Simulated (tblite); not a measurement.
# C3H9F3OSi2: the cost of one run

The runs use tblite 0.8.0 and PySCF 2.14.0, with density-fitted response routines of our own; the level of theory stands in each step. All values are computed, except where a source is named. Atoms count from 0, in the outputs and in this text.

**1. Starting geometry**

18 atoms, charge 0, multiplicity 1; geometry from: force field or distance geometry start.

Bonds of the start (Å): C0–O1 1.42, O1–Si2 1.69, Si2–C3 1.87, C3–Si4 1.86, C3–C5 1.52, C5–F6 1.39, C5–F7 1.36, C5–F8 1.37, C0–H9 1.11, C0–H10 1.10, C0–H11 1.09, Si2–H12 1.46, Si2–H13 1.48, C3–H14 1.10, Si4–H15 1.46, Si4–H16 1.49, Si4–H17 1.46.

**2. Geometry optimisation with GFN2-xTB**

Job settings and geometry (Å):

```
{"job": {"kind": "relax", "xc": "GFN2-xTB", "basis": "xTB"}, "charge": 0, "multiplicity": 1}
C      3.119400    -0.374100     0.300900
O      2.022300     0.405100    -0.156200
Si     0.675900    -0.584000    -0.419500
C     -0.871700     0.224200     0.255200
Si    -2.024400     0.582100    -1.166400
C     -1.575000    -0.809800     1.118100
F     -0.789800    -1.250700     2.170700
F     -1.884200    -1.897400     0.361700
F     -2.726400    -0.278900     1.645800
H      2.676400    -1.183000     0.926600
H      3.770300     0.214200     0.964100
H      3.680500    -0.760400    -0.553000
H      0.870600    -1.897800     0.181100
H      0.550700    -0.714900    -1.888600
H     -0.644600     1.118900     0.859400
H     -3.361200     0.714700    -0.597000
H     -1.952100    -0.534800    -2.144600
H     -1.545600     1.768200    -1.870200
```

Launch:

```sh
$ OMP_NUM_THREADS=1 python probes_run.py task.json out
```

One launch serves the whole session: the jobs run in the order shown.

**Question.** How long does this first job take on 1 thread of Arm Neoverse V2, shared host, and how much memory does it need?

About 1.8 s, with a peak of 0.18 GiB.
